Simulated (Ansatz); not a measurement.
## O, space group P2/c: Wannier functions of the valence bands, step by step

Program: Ansatz's Python interface.

Run as a notebook:

**Cell 1**
```python
from pathlib import Path
import warnings

import ansatz
import tomllib
```

**Cell 2**
```python
warnings.simplefilter("ignore", ansatz.DeckWarning)
```

**Cell 3**
```python
crystal = (
    ansatz.Lattice.of([3.89226, 0.0, 0.0], [0.0, 3.78946, 0.0], [-0.99666, 0.0, 2.95341])
    .atom("O", [0.33297, 0.69412, 0.68129])
    .atom("O", [0.66703, 0.69412, 0.81871])
    .atom("O", [0.66703, 0.30588, 0.31871])
    .atom("O", [0.33297, 0.30588, 0.1813])
)
```

**Cell 4**
```python
setup = (
    crystal.calculation()
    .kpoints(mesh=(5, 5, 6))
    .functional("PBEsol")
    .occupations("fixed")
    .wannier(mesh=(4, 4, 4), projections=[ansatz.TrialShell("O", "p")], minimise=True)
)
out = setup.run(threads=1, backend="cpu", runs_dir="w90")
spreads = tomllib.loads(Path(out.output_folder, "results", "wannier.spreads.toml").read_text())
print("converged:", spreads["converged"], "in", spreads["n_iter"], "steps; least projectability", round(spreads["least_projectability"], 3))
print("invariant, diagonal, off-diagonal spread (A^2):", *(round(spreads[k], 4) for k in ("omega_i_ang2", "omega_d_ang2", "omega_od_ang2")))
for function in spreads["wannier"]:
    print("centre", [round(v, 3) for v in function["r"]], "spread", round(function["spread"], 4))
```
Output:
```text
converged: True in 13 steps; least projectability 0.423
invariant, diagonal, off-diagonal spread (A^2): 8.4857 0.007 0.2881
centre [1.776, 2.633, 2.416] spread 0.5253
centre [1.12, 1.156, 0.538] spread 0.5253
centre [2.274, 1.156, 0.939] spread 0.5253
centre [0.622, 2.633, 2.014] spread 0.5253
centre [0.622, 2.638, 2.014] spread 0.5289
centre [1.775, 2.638, 2.416] spread 0.5289
centre [2.274, 1.152, 0.939] spread 0.5289
centre [1.12, 1.152, 0.537] spread 0.5289
centre [1.115, 1.131, 0.529] spread 1.1411
centre [2.279, 1.131, 0.947] spread 1.1411
centre [1.781, 2.658, 2.424] spread 1.1411
centre [0.617, 2.658, 2.006] spread 1.1411
```

Reading the output:
- No spin polarisation was allowed.
- This isn't the structure that O takes at ambient conditions.
- Finished in 5.1 s on 1 thread of Arm Neoverse V2 (shared host), peak memory 0.33 GiB.

(Lines on the test bed's own set-up are left out of the output.)
